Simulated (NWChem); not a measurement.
**HSE03 (NWChem form)/IGLO-II run of CH3FO2Si (SMILES O=C(O)[SiH2]F)**

What is the energy difference between two shapes of CH3FO2Si at HSE03 (NWChem form)/IGLO-II? 

The results are computed with NWChem 7.3.0.

1 further run of the same task is left out (set aside as unsound or not needed).

## Step 1: The structure to begin with

The species is CH3FO2Si (8 atoms), meant as a singlet with charge 0. SMILES: `O=C(O)[SiH2]F`. Geometry: relaxed at GFN2-xTB. This is one conformer, not always the lowest.

Bond lengths: O1–C2 1.204 Å, C2–O3 1.336 Å, C2–Si4 1.921 Å, Si4–F5 1.608 Å, O3–H6 0.974 Å, Si4–H7 1.450 Å, Si4–H8 1.452 Å. Angles: O1–C2–O3 122.2°, O1–C2–Si4 127.1°, O3–C2–Si4 110.7°, C2–Si4–F5 105.3°, C2–O3–H6 111.6°, C2–Si4–H7 110.8°, C2–Si4–H8 109.6°, F5–Si4–H7 106.1°, F5–Si4–H8 105.5°, H7–Si4–H8 118.5°.

## Step 2: Energy and one-electron properties at HSE03 (NWChem form)/IGLO-II

File sp.nw:

```
start sp
title "CH3FO2Si properties"
memory 2200 mb

geometry units angstrom noautosym nocenter noautoz
O       -1.497250       0.128150       1.221910
C       -0.423090       0.231260       0.687420
O        0.617480       0.817270       1.286840
Si       0.062020      -0.384820      -1.066720
F        1.135060      -1.557250      -0.823650
H        0.393350       1.110690       2.187680
H       -1.070190      -1.007260      -1.724490
H        0.782620       0.661960      -1.768980
end

basis spherical
O library iglo-ii
C library iglo-ii
Si library iglo-ii
F library iglo-ii
H library iglo-ii
end

dft
xc hse03
grid xfine
convergence energy 1e-06
end

property
dipole
mulliken
electrondensity
efieldgrad
esp
moldenfile
molden_norm janpa
end

task dft property
```

Run with:

```sh
$ nwchem sp.nw > sp.out
```

The log of the run:

```text
[...]
          Wavefunction type:  closed shell.
          No. of atoms     :     8
          No. of electrons :    48
[...]
          Charge           :     0
          Spin multiplicity:     1
[...]
          AO basis - number of functions:   141
[...]
              XC Information
              --------------
                        HSE03 Method XC Functional
                     Hartree-Fock (Exact) Exchange  0.250
          PerdewBurkeErnzerhof Exchange Functional  1.000
                     CAM-PBE96 Exchange Functional -0.250
            Perdew 1991 LDA Correlation Functional  1.000 local
           PerdewBurkeErnz. Correlation Functional  1.000 non-local
[...]
 d= 0,ls=0.0,diis     1   -579.3819935340 -8.07D+02  1.14D-02  2.59D+00     8.3
[...]
 d= 0,ls=0.0,diis    11   -579.5525394458 -4.87D-08  3.73D-07  9.02D-09   124.0
         Total DFT energy =     -579.552539445767
      One electron energy =    -1254.271802349918
           Coulomb energy =      501.731210747449
    Exchange-Corr. energy =      -54.926540919666
 Nuclear repulsion energy =      227.914593076367
[...]
   Dipole moment        1.5755184576 Debye(s)
             DMX        0.4281111329 DMXEFC        0.0000000000
             DMY        1.4465081208 DMYEFC        0.0000000000
             DMZ       -0.4545256037 DMZEFC        0.0000000000
   -EFC- dipole         0.0000000000 DEBYE(S)
   Total dipole         1.5755184576 DEBYE(S)
[...]
```

It took 2.1 min on 1 thread of Intel Xeon 6975P-C (Granite Rapids), shared host; peak memory 0.14 GiB.

Atomic charges (e):

| atom | Mulliken |
| --- | --- |
| O1 | -0.389 |
| C2 | +0.237 |
| O3 | -0.417 |
| Si4 | +0.908 |
| F5 | -0.428 |
| H6 | +0.287 |
| H7 | -0.095 |
| H8 | -0.103 |

## Step 3: The distorted shape at the same level

File ch3fo2si.nw:

```
echo
START ch3fo2si
memory total 2200 mb
charge 0

GEOMETRY noautosym nocenter noautoz
O    -1.550967    0.140324    1.248715
C    -0.513345    0.272807    0.669569
O     0.702563    0.804694    1.201299
Si    0.107494   -0.366983   -1.105383
F     1.150170   -1.615312   -0.850249
H     0.335436    1.094191    2.139661
H    -1.023436   -0.967074   -1.711763
H     0.753892    0.744839   -1.813814
END

BASIS spherical
* library iglo-ii
END

DFT
xc hse03
grid xfine
convergence energy 1e-06
print low
END

PROPERTY
dipole
mulliken
electrondensity
efieldgrad
esp
moldenfile
molden_norm janpa
END

TASK dft property
```

Run with:

```sh
$ nwchem ch3fo2si.nw > ch3fo2si.out
```

The log of the run:

```text
[...]
 d= 0,ls=0.0,diis     1   -579.3631513719 -8.02D+02  1.09D-02  2.60D+00    13.7
[...]
 d= 0,ls=0.0,diis    11   -579.5378320767 -2.84D-08  4.73D-07  2.53D-08   150.8
         Total DFT energy =     -579.537832076691
      One electron energy =    -1244.401709194596
           Coulomb energy =      496.709097920736
    Exchange-Corr. energy =      -54.817746182559
 Nuclear repulsion energy =      222.972525379727
[...]
   Dipole moment        1.6405310576 Debye(s)
             DMX        0.1255666680 DMXEFC        0.0000000000
             DMY        1.5107466616 DMYEFC        0.0000000000
             DMZ       -0.6270723144 DMZEFC        0.0000000000
   -EFC- dipole         0.0000000000 DEBYE(S)
   Total dipole         1.6405310576 DEBYE(S)
[...]
```

It took 2.5 min on 1 thread of Intel Xeon 6975P-C (Granite Rapids), shared host; peak memory 0.33 GiB.

Atomic charges (e):

| atom | Mulliken |
| --- | --- |
| O1 | -0.359 |
| C2 | +0.233 |
| O3 | -0.423 |
| Si4 | +0.902 |
| F5 | -0.432 |
| H6 | +0.267 |
| H7 | -0.102 |
| H8 | -0.086 |

## Step 4: Summary of results

Level: HSE03 (NWChem form)/IGLO-II.

```
                              quantity          value
             first shape: total energy  -579.55254 Eh
            first shape: dipole moment         1.58 D
              first shape: HOMO energy       -7.08 eV
              first shape: LUMO energy       -2.04 eV
            first shape: HOMO–LUMO gap        5.03 eV
         distorted shape: total energy  -579.53783 Eh
        distorted shape: dipole moment         1.64 D
energy change with the atoms displaced       0.400 eV
```

**Reading.** With the atoms displaced the energy rises by 0.40 eV (38.6 kJ/mol). The first shape isn't relaxed at this level, so the change isn't measured from a minimum.
